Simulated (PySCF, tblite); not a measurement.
**C3H6O2SeSi: geometry, infrared bands and NMR shifts**

Aim: predict the infrared bands and NMR shifts of C3H6O2SeSi (`O=C/C=C/O[SiH2][SeH]`).

The runs use tblite 0.8.0 and PySCF 2.14.0, with density-fitted response routines of our own; the level of theory stands in each step. All values are computed, except where a source is named. Atoms count from 0, in the outputs and in this text.

## 1. The molecule as given

13 atoms, charge 0, multiplicity 1; geometry from: force field or distance geometry start.

Bonds of the start (Å): O0–C1 1.28, C1–C2 1.44, C2–C3 1.35, C3–O4 1.40, O4–Si5 1.74, Si5–Se6 2.27, C1–H7 1.10, C2–H8 1.08, C3–H9 1.08, Si5–H10 1.46, Si5–H11 1.49, Se6–H12 1.54.

## 2. Relaxing the molecule with GFN2-xTB

The job: settings as JSON, then the geometry in Å.

```
{"job": {"kind": "relax", "xc": "GFN2-xTB", "basis": "xTB"}, "charge": 0, "multiplicity": 1}
O      2.902900     1.430000     0.713300
C      2.818600     0.304600     0.114600
C      1.592800    -0.131400    -0.510500
C      0.514500     0.682300    -0.487700
O     -0.656400     0.214000    -1.101900
Si    -1.750100    -0.599100    -0.016500
Se    -3.780300     0.423700    -0.080500
H      3.733600    -0.310000     0.131400
H      1.538000    -1.088000    -1.007800
H      0.534500     1.639500     0.015400
H     -1.808400    -1.989700    -0.469600
H     -1.226400    -0.577300     1.375800
H     -4.417600     0.001800    -1.416200
```

Launch:

```
$ OMP_NUM_THREADS=1 python probes_run.py task.json out
```

This one command runs all jobs of the session in turn.

Standard output:

```text
step      E/eV     max force
  0    -612.71752    4.353
  1    -612.96684    4.217
  2    -613.13233    1.152
  3    -613.20118    0.659
  4    -613.23796    0.737
  5    -613.25953    0.444
  6    -613.27922    0.321
  7    -613.29314    0.279
  8    -613.30571    0.306
  9    -613.31655    0.300
 10    -613.32460    0.219
 11    -613.33003    0.173
 12    -613.33348    0.166
 13    -613.33713    0.171
 14    -613.34285    0.231
 15    -613.34981    0.246
 16    -613.35617    0.265
 17    -613.36127    0.244
 18    -613.36573    0.206
 19    -613.36955    0.206
 20    -613.37328    0.180
 21    -613.37743    0.153
 22    -613.38278    0.197
 23    -613.39044    0.291
 24    -613.40029    0.320
 25    -613.40992    0.269
 26    -613.41802    0.258
 27    -613.42602    0.255
 28    -613.43521    0.313
 29    -613.44546    0.381
 30    -613.45356    0.245
 31    -613.45867    0.307
 32    -613.46346    0.182
 33    -613.46944    0.172
 34    -613.47900    0.233
 35    -613.49196    0.299
 36    -613.50139    0.279
 37    -613.50951    0.214
 38    -613.51665    0.292
 39    -613.52282    0.357
 40    -613.52734    0.208
 41    -613.53154    0.179
 42    -613.53380    0.168
 43    -613.53809    0.153
 44    -613.54146    0.150
 45    -613.54356    0.134
 46    -613.54513    0.132
 47    -613.54751    0.157
 48    -613.55021    0.132
 49    -613.55233    0.203
 50    -613.55410    0.139
 51    -613.55593    0.121
 52    -613.55897    0.164
 53    -613.56172    0.174
 54    -613.56385    0.113
 55    -613.56502    0.105
 56    -613.56582    0.072
 57    -613.56664    0.130
 58    -613.56770    0.088
 59    -613.56916    0.120
 60    -613.57143    0.151
 61    -613.57293    0.132
 62    -613.57451    0.086
 63    -613.57532    0.064
 64    -613.57580    0.045
 65    -613.57614    0.053
 66    -613.57645    0.049
 67    -613.57672    0.049
 68    -613.57698    0.040
 69    -613.57718    0.041
 70    -613.57732    0.038
 71    -613.57745    0.034
 72    -613.57762    0.037
 73    -613.57783    0.039
 74    -613.57804    0.037
 75    -613.57822    0.038
 76    -613.57840    0.035
 77    -613.57860    0.036
 78    -613.57881    0.036
 79    -613.57901    0.049
 80    -613.57921    0.063
 81    -613.57949    0.082
 82    -613.57982    0.064
 83    -613.58010    0.045
 84    -613.58028    0.033
 85    -613.58041    0.030
 86    -613.58056    0.038
 87    -613.58074    0.049
 88    -613.58098    0.057
 89    -613.58132    0.060
 90    -613.58185    0.067
 91    -613.58258    0.073
 92    -613.58328    0.059
 93    -613.58374    0.049
 94    -613.58406    0.049
 95    -613.58431    0.043
 96    -613.58460    0.034
 97    -613.58477    0.034
 98    -613.58493    0.029
 99    -613.58507    0.034
100    -613.58525    0.037
101    -613.58551    0.038
102    -613.58591    0.066
103    -613.58675    0.098
104    -613.58814    0.130
105    -613.59000    0.189
106    -613.59144    0.135
107    -613.59198    0.144
108    -613.59284    0.087
109    -613.59324    0.092
110    -613.59382    0.091
111    -613.59647    0.122
112    -613.59901    0.133
113    -613.59434    0.464
114    -613.60263    0.213
115    -613.60486    0.069
116    -613.60594    0.347
117    -613.60930    0.047
118    -613.61128    0.046
119    -613.61157    0.330
120    -613.61453    0.055
121    -613.61539    0.048
122    -613.61588    0.129
123    -613.61633    0.048
124    -613.61650    0.058
125    -613.61687    0.044
126    -613.61707    0.055
127    -613.61742    0.064
128    -613.61788    0.079
129    -613.61844    0.061
130    -613.61916    0.084
131    -613.61966    0.126
132    -613.62024    0.131
133    -613.62081    0.085
134    -613.62196    0.109
135    -613.62264    0.128
136    -613.62342    0.095
137    -613.62413    0.116
138    -613.62491    0.115
139    -613.62559    0.088
140    -613.62617    0.040
141    -613.62643    0.052
142    -613.62657    0.047
143    -613.62674    0.043
144    -613.62687    0.029
145    -613.62705    0.032
146    -613.62728    0.036
147    -613.62751    0.025
148    -613.62764    0.025
149    -613.62774    0.026
150    -613.62778    0.019
151    -613.62783    0.018
152    -613.62786    0.016
153    -613.62787    0.018
154    -613.62789    0.018
155    -613.62792    0.018
156    -613.62796    0.019
157    -613.62801    0.020
158    -613.62810    0.029
159    -613.62821    0.035
160    -613.62833    0.031
161    -613.62843    0.023
162    -613.62850    0.015
163    -613.62853    0.010
164    -613.62854    0.009
```

Wall time 1.8 s (1 thread of Arm Neoverse N1, shared host); peak memory 0.18 GiB.

The steps of the relaxation: (not every step is listed)

```csv
step,energy from step 0 (eV),largest force (eV/Å)
0,0.0000,4.3534
1,-0.2493,4.2173
2,-0.4148,1.1516
3,-0.4837,0.6594
4,-0.5204,0.7373
5,-0.5420,0.4440
6,-0.5617,0.3208
7,-0.5756,0.2785
8,-0.5882,0.3056
23,-0.6729,0.2915
38,-0.7991,0.2922
53,-0.8442,0.1744
68,-0.8595,0.0402
83,-0.8626,0.0452
98,-0.8674,0.0295
113,-0.8768,0.4644
128,-0.9004,0.0786
143,-0.9092,0.0434
158,-0.9106,0.0289
159,-0.9107,0.0350
160,-0.9108,0.0310
161,-0.9109,0.0235
162,-0.9110,0.0153
163,-0.9110,0.0102
164,-0.9110,0.0092
```

Distances of close pairs at the start and the end, largest changes first:

```csv
bond,before (Å),after (Å),change (Å)
Se6–H12,1.539,1.434,-0.105
O4–Si5,1.742,1.640,-0.102
C3–O4,1.403,1.323,-0.080
O0–C1,1.278,1.206,-0.071
Si5–H11,1.488,1.458,-0.030
Si5–Se6,2.274,2.256,-0.018
C2–C3,1.351,1.338,-0.013
C1–C2,1.443,1.456,+0.012
```

The final coordinates are the input of the step that follows.

## 3. Infrared spectrum with GFN2-xTB

The job: settings as JSON, then the geometry in Å.

```
{"job": {"kind": "ir", "xc": "GFN2-xTB", "basis": "xTB"}, "charge": 0, "multiplicity": 1}
O      3.117403     1.494285    -0.356577
C      2.745725     0.387662    -0.052130
C      1.364121    -0.070797    -0.053856
C      0.372963     0.754630    -0.409102
O     -0.917968     0.469853    -0.450156
Si    -1.717517    -0.928732    -0.142015
Se    -3.838841    -0.229245    -0.457109
H      3.469637    -0.387074     0.264783
H      1.162571    -1.089093     0.240127
H      0.598432     1.775801    -0.701375
H     -1.344196    -1.951434    -1.111872
H     -1.503114    -1.362330     1.233613
H     -3.513603     1.136961    -0.744555
```

Standard output:

```text
mode    cm-1     km/mol
  1      39.5      1.83
  2      67.7      5.29
  3      72.8      5.86
  4      99.9     23.71
  5     133.7      0.48
  6     190.4      2.57
  7     214.1     12.94
  8     270.5      1.48
  9     403.9     28.96
 10     491.6     19.04
 11     501.1     72.09
 12     585.2     74.10
 13     588.9     34.10
 14     698.9     35.33
 15     731.8    513.86
 16     762.3     11.26
 17     769.0    261.53
 18     783.6    274.48
 19     927.5      0.66
 20     981.6     19.13
 21    1032.1    133.29
 22    1210.5    247.29
 23    1270.0      6.83
 24    1291.1    139.43
 25    1387.4     66.70
 26    1619.4    942.75
 27    1745.7    175.78
 28    2105.2    290.95
 29    2280.6    292.31
 30    2304.2    126.70
 31    2776.1    139.19
 32    3028.2      3.93
 33    3098.4     32.68
```

It took 0.69 s on 1 thread of Arm Neoverse N1, shared host; peak memory 0.18 GiB.

The strongest bands and the atoms that carry them (share of the mass-weighted mode):

```csv
cm⁻¹,km/mol,atoms
732,513.9,"H11 41 %, H10 40 %"
769,261.5,"Si5 24 %, O4 22 %, C1 19 %, C3 11 %"
784,274.5,"H11 48 %, H10 48 %"
1210,247.3,"H8 38 %, C3 24 %, O4 22 %, H9 11 %"
1619,942.8,"C3 44 %, C2 39 %"
1746,175.8,"C1 53 %, O0 33 %"
2105,290.9,H12 99 %
2281,292.3,"H11 52 %, H10 44 %"
```

## 4. NMR shieldings: PBE0/pcSseg-1

Settings changed since step 3:

```diff
@@ -1,2 +1,2 @@
-{"job": {"kind": "ir", "xc": "GFN2-xTB", "basis": "xTB"}, "charge": 0, "multiplicity": 1}
+{"job": {"kind": "nmr", "xc": "PBE0", "basis": "pcSseg-1"}, "charge": 0, "multiplicity": 1}
 O      3.117403     1.494285    -0.356577
```

With the program's defaults for keys left out, this is: GIAO PBE0/pcSseg-1 NMR shielding, non-relativistic, gas phase.

Standard output:

```text
coarse grid: 54480 points
cycle   1  E = -2958.2608053880  dE =  1.558e-01  |g| = 1.133e+00  |ddm| = 3.472e+00
cycle   2  E = -2957.7581798575  dE =  5.026e-01  |g| = 1.864e+00  |ddm| = 3.162e+00
cycle   3  E = -2958.4121176608  dE = -6.539e-01  |g| = 3.978e-01  |ddm| = 2.703e+00
cycle   4  E = -2958.4387252129  dE = -2.661e-02  |g| = 1.274e-01  |ddm| = 3.882e-01
cycle   5  E = -2958.4412887813  dE = -2.564e-03  |g| = 4.117e-02  |ddm| = 1.080e-01
cycle   6  E = -2958.4415519122  dE = -2.631e-04  |g| = 1.123e-02  |ddm| = 3.445e-02
cycle   7  E = -2958.4415763184  dE = -2.441e-05  |g| = 4.501e-03  |ddm| = 1.317e-02
cycle   8  E = -2958.4415807086  dE = -4.390e-06  |g| = 1.409e-03  |ddm| = 4.306e-03
final grid: 113272 points
cycle   9  E = -2958.4416161842  dE =  9.538e-07  |g| = 2.527e-03  |ddm| = 4.390e-03
cycle  10  E = -2958.4416123377  dE =  3.846e-06  |g| = 4.943e-03  |ddm| = 6.867e-03
cycle  11  E = -2958.4416176169  dE = -5.279e-06  |g| = 3.509e-04  |ddm| = 4.651e-03
cycle  12  E = -2958.4416176428  dE = -2.586e-08  |g| = 4.696e-05  |ddm| = 2.667e-04
cycle  13  E = -2958.4416176433  dE = -4.957e-10  |g| = 1.362e-05  |ddm| = 4.979e-05
converged SCF energy = -2958.4416176433

GIAO shielding tensors (ppm)
atom      isotropic    diamagn.    paramagn.     s11        s22        s33       span
  0 O     -291.188     400.557    -691.745   -873.825   -393.330    393.591   1267.417
  1 C       -3.385     242.110    -245.495    -97.494    -13.961    101.300    198.794
  2 C       74.949     263.888    -188.940    -16.284     99.924    141.205    157.489
  3 C       20.396     251.149    -230.753    -82.079     30.894    112.374    194.454
  4 O      207.124     397.270    -190.146    119.738    189.656    311.976    192.238
  5 Si     353.516     879.584    -526.069    320.289    340.781    399.477     79.189
  6 Se    2256.375    3001.013    -744.638   1825.312   2225.492   2718.321    893.009
  7 H       21.990      25.680      -3.689     20.017     21.434     24.519      4.503
  8 H       26.343      35.369      -9.026     21.998     25.675     31.356      9.357
  9 H       23.874      31.034      -7.160     20.054     24.326     27.243      7.189
 10 H       25.850      29.280      -3.430     21.705     24.618     31.227      9.522
 11 H       25.784      29.788      -4.004     21.497     24.720     31.134      9.636
 12 H       31.118      30.960       0.159     20.472     25.898     46.985     26.513
```

Run time: 47 s. Hardware: 1 thread of Arm Neoverse N1, shared host; peak memory 0.85 GiB.

Shifts follow as δ = σ(reference) − σ, with reference shieldings (ppm) from runs at the same level and on the same kind of geometry: 1H TMS 31.72, 13C TMS 186.9, 29Si TMS 349.2, 17O H2O 336.1, 77Se Me2Se 1758. The references are single molecules in the gas phase, so shifts against H2O, NH3, PH3, H3PO4 or CFCl3 are not on the usual liquid scales and can be off by tens of ppm. Atoms listed in one row are averaged.

```csv
atoms,environment,σ (ppm),δ (ppm)
C1,aldehyde carbonyl carbon,-3.4,190.3
C3,alkene carbon bearing oxygen,20.4,166.5
C2,β carbon of an enol-ether or enamine type C=C,74.9,112.0
H7,hydrogen on an aldehyde carbonyl carbon,21.99,9.73
H9,hydrogen on an alkene carbon bearing oxygen,23.87,7.84
"H10, H11","hydrogen on a silicon bonded to O, Se",25.82,5.90
H8,hydrogen on a β carbon of an enol-ether or enamine type C=C,26.34,5.37
H12,hydrogen on a selenium bonded to Si,31.12,0.60
O0,aldehyde oxygen,-291.2,627.3
O4,"oxygen bonded to C, Si",207.1,129.0
Si5,"silicon bonded to O, Se, 2 H",353.5,-4.4
Se6,"selenium bonded to Si, H",2256,-498
```

Charges from the same density, by scheme (e):

```csv
atoms,Mulliken,IAO,Hirshfeld,ESP fit
O0,-0.37,-0.42,-0.24,-0.49
C1,0.30,0.25,0.11,0.50
C2,-0.41,-0.31,-0.11,-0.64
C3,0.33,0.14,0.08,0.50
O4,-0.57,-0.55,-0.17,-0.57
Si5,0.83,0.89,0.38,0.64
Se6,-0.42,-0.23,-0.09,-0.32
```

Mayer bond orders: O0–C1 1.98, C1–C2 1.07, C2–C3 1.73, C3–O4 1.02, O4–Si5 0.87, Si5–Se6 0.99.

## 5. Results

| quantity | value |
| --- | --- |
| strongest single infrared mode (GFN2-xTB) | 1619 cm⁻¹, 943 km/mol |
| zero-point energy (GFN2-xTB) | 49.3 kcal/mol |
| 13C shifts against TMS (PBE0/pcSseg-1) | 190.3, 166.5, 112.0 ppm |
| 1H shifts against TMS (PBE0/pcSseg-1, means over atoms taken as alike) | 9.73, 7.84, 5.90, 5.37, 0.60 ppm |
| 17O shifts against H2O (PBE0/pcSseg-1) | 627.3, 129.0 ppm |
| 29Si shifts against TMS (PBE0/pcSseg-1) | -4.4 ppm |
| 77Se shifts against Me2Se (PBE0/pcSseg-1) | -498 ppm |

**Reading.** Relaxing lowered the energy by 0.911 eV in 164 steps; the close pair that moved most is Se6–H12, from 1.539 to 1.434 Å. No mode is imaginary among the 33: a minimum at this level. The strongest single mode, at 1619 cm⁻¹, moves mainly C3 and C2. Unscaled tight-binding wavenumbers are off by several per cent, some by more. Its intensities can rank the bands wrongly. The most deshielded carbon is C1 (aldehyde carbonyl carbon), at 190.3 ppm: low-lying n→π* states of the double bond to the heteroatom give a large paramagnetic term (-245 ppm). The most deshielded hydrogen is H7 (hydrogen on an aldehyde carbonyl carbon), at 9.73 ppm: the formyl region, downfield of aromatic protons. At PBE0/pcSseg-1: The widest tensor belongs to O0: span 1267 ppm, with a paramagnetic part of -692 ppm. Spin-orbit coupling is left out, which matters for shieldings and couplings at and beside the heavy atoms.
